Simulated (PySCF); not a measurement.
# C3H6AlNO2: the cost of one run

Programs: PySCF 2.14.0, with density-fitted response routines of our own. Each step states its level of theory. These are calculated values for one molecule in the gas phase, unless marked as measured. Atoms count from 0, in the outputs and in this text.

### 1 The starting structure

13 atoms, charge 0, multiplicity 1; geometry from: GFN2-xTB.

Bonds of the start (Å): O0–C1 1.19, C1–O2 1.33, O2–C3 1.43, C3–C4 1.44, C4–N5 1.15, N5–Al6 2.00, C1–H7 1.10, C3–H8 1.09, C3–H9 1.10, Al6–H10 1.57, Al6–H11 1.56, Al6–H12 1.57.

### 2 Excited states and response: B3LYP/def2-SVPD

What the job is given:

```
{"job": {"kind": "uv", "xc": "B3LYP", "basis": "def2-SVPD", "nstates": 8, "ntriplets": 3}, "charge": 0, "multiplicity": 1}
O      2.317425     0.974973     0.228144
C      2.446782    -0.176122     0.501848
O      1.842268    -1.190295    -0.120803
C      0.968104    -0.832158    -1.187889
C     -0.205207    -0.150522    -0.695508
N     -1.117689     0.391771    -0.264965
Al    -2.763314     0.209243     0.862959
H      3.087633    -0.587309     1.294577
H      0.673905    -1.768399    -1.672539
H      1.486134    -0.172344    -1.900128
H     -3.368479    -0.906540    -0.068467
H     -3.428500     1.614745     0.886311
H     -1.943450    -0.267804     2.118731
```

With the program's defaults for keys left out, this is: TDDFT B3LYP/def2-SVPD, vertical, gas phase, core orbitals frozen in the response.

Command:

```sh
$ OMP_NUM_THREADS=1 python probes_run.py task.json out
```

One launch serves the whole session: the jobs run in the order shown.

Q: Estimate the wall time and peak memory of this job on 1 thread of Arm Neoverse V1, shared host.

About 33 s, with a peak of 0.79 GiB.
